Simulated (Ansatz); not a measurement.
# CH3ClFSbSi: geometry optimisation

What geometry does CH3ClFSbSi take? Wanted for CH3ClFSbSi: a geometry optimisation. SMILES: F[SiH]1[CH2][Sb]1[Cl].

Program: Ansatz 0.2.0, driven from Python. Level of theory: PBE/def2-SVP. These are calculated values, not measurements.

### Step 1. The structure

Bond lengths: F1–Si2 1.685 Å, Si2–C3 1.840 Å, Si2–Sb4 2.539 Å, C3–Sb4 2.075 Å, Sb4–Cl5 2.353 Å, Si2–H6 1.487 Å, C3–H7 1.162 Å, C3–H8 1.089 Å. Angles (14 of 15 angles, heavy atoms first): F1–Si2–C3 109.4°, F1–Si2–Sb4 116.8°, C3–Si2–Sb4 53.7°, Si2–C3–Sb4 80.6°, Si2–Sb4–C3 45.7°, Si2–Sb4–Cl5 93.2°, C3–Sb4–Cl5 95.3°, F1–Si2–H6 120.8°, C3–Si2–H6 114.0°, Sb4–Si2–H6 120.9°, Si2–C3–H7 112.7°, Si2–C3–H8 114.5°, Sb4–C3–H7 114.2°, Sb4–C3–H8 119.3°.

No structure file is read: the coordinates are typed or built in the script.

### Step 2. The code

The input, ch3clfsbsi_opt.py:

```python
"""Minimum-energy structure of CH3ClFSbSi."""

import warnings

import ansatz as az
from ase import Atoms
import numpy as np

BASIS = "def2-SVP"
FUNCTIONAL = "pbe"


def main() -> None:
    warnings.simplefilter("ignore", az.DeckWarning)

    atoms = Atoms(["F", "Si", "C", "Sb", "Cl", "H", "H", "H"], positions=[
        [-1.3915, -0.4037, 2.0493],
        [-0.4665, 0.4062, 0.8968],
        [0.3864, -0.8216, -0.1767],
        [-0.9912, -0.0809, -1.5396],
        [0.3873, 1.6587, -2.3201],
        [0.3804, 1.5669, 1.2792],
        [1.4875, -0.5295, -0.4058],
        [0.2997, -1.8531, 0.161],
    ])
    system = az.Crystal.molecule_from_ase(atoms)

    setup = (
        system.calculation()
        .basis(gaussian=BASIS)
        .functional(FUNCTIONAL)
    )
    symbols = [site.symbol for site in system.cartesian_sites]
    start = np.array([site.position_ang for site in system.cartesian_sites], dtype=float)
    def progress(event):
        if event["event"] == "relax_step":
            row = event["data"]
            print(f"step {row['step']:3d}  E = {row['lagrangian_ev']:.6f} eV  largest force component {row['allowed_force_max_ev_ang']:.4f} eV/A")


    data = setup.relax(force_tolerance=0.01).session().plan().execute(on_event=progress).report
    end = np.array(data["positions_ang"])

    print("reference energy %16.6f eV" % data["reference_energy_ev"])
    print("total energy     %16.6f eV" % data["free_energy_ev"])
    print("occupied orbitals outside the frozen core (up, down):", data["n_occupied"], " frozen:", data["n_frozen"], " virtual:", data["n_virtual"])

    print("final positions (A) and the move of each atom")
    for symbol, xyz, old in zip(symbols, end, start):
        print(f"{symbol:2s} {xyz[0]:10.5f} {xyz[1]:10.5f} {xyz[2]:10.5f}   {np.linalg.norm(xyz - old):7.4f}")

    charges = data["charge_distribution"]
    dipole = np.array(charges["dipole_moment_e_ang"]) * 4.803205
    print("dipole (D): {:.3f} {:.3f} {:.3f}, length {:.3f}".format(*dipole, np.linalg.norm(dipole)))
    print("atom  Mulliken   Lowdin")
    for symbol, m, l in zip(symbols, charges["mulliken_charges_e"], charges["lowdin_charges_e"]):
        print(f"{symbol:4s} {m:9.3f} {l:8.3f}")
    with open("ch3clfsbsi_opt.xyz", "w") as handle:
        handle.write(f"{len(symbols)}\nrelaxed CH3ClFSbSi\n")
        handle.writelines(f"{s:2s} {x:11.6f} {y:11.6f} {z:11.6f}\n" for s, (x, y, z) in zip(symbols, end))


if __name__ == "__main__":
    main()
```

### Step 3. What the engine is handed

The package turns the script's settings into the engine's input:

```yaml
crystal:
  periodic: [false, false, false]
  atoms:
    - { symbol: F, position_ang: [-1.3915, -0.4037, 2.0493] }
    - { symbol: Si, position_ang: [-0.4665, 0.4062, 0.8968] }
    - { symbol: C, position_ang: [0.3864, -0.8216, -0.1767] }
    - { symbol: Sb, position_ang: [-0.9912, -0.0809, -1.5396] }
    - { symbol: Cl, position_ang: [0.3873, 1.6587, -2.3201] }
    - { symbol: H, position_ang: [0.3804, 1.5669, 1.2792] }
    - { symbol: H, position_ang: [1.4875, -0.5295, -0.4058] }
    - { symbol: H, position_ang: [0.2997, -1.8531, 0.161] }
basis:
  gaussian:
    orbitals: def2-SVP
hamiltonian:
  xc: pbe
relax:
  f_tol: 0.01
```

### Step 4. Launch

On the command line:

```
python ch3clfsbsi_opt.py
```

**Question.** What results will this script give? Wanted: total energy; dipole moment; moves of the relaxation; energy gained; last largest force component.

The runs gave:

| quantity | value |
| --- | --- |
| total energy | -30719.9128 eV |
| dipole moment | 1.60 D |
| moves of the relaxation | 10 |
| energy gained | 0.525 eV |
| last largest force component | 0.0063 eV/Å |

In words: After 10 moves the largest shift is 0.211 Å, of atom 6 (H). Caveats:
- The end point is the stationary point reached from this start; no frequency run checks that it is a minimum, and the basis set is modest.
- def2 sets replace the cores of elements past krypton by effective core potentials.
- The Löwdin charges here are taken after orthogonalising the functions within each atom; they differ from plain Löwdin charges, and their signs can be unphysical.
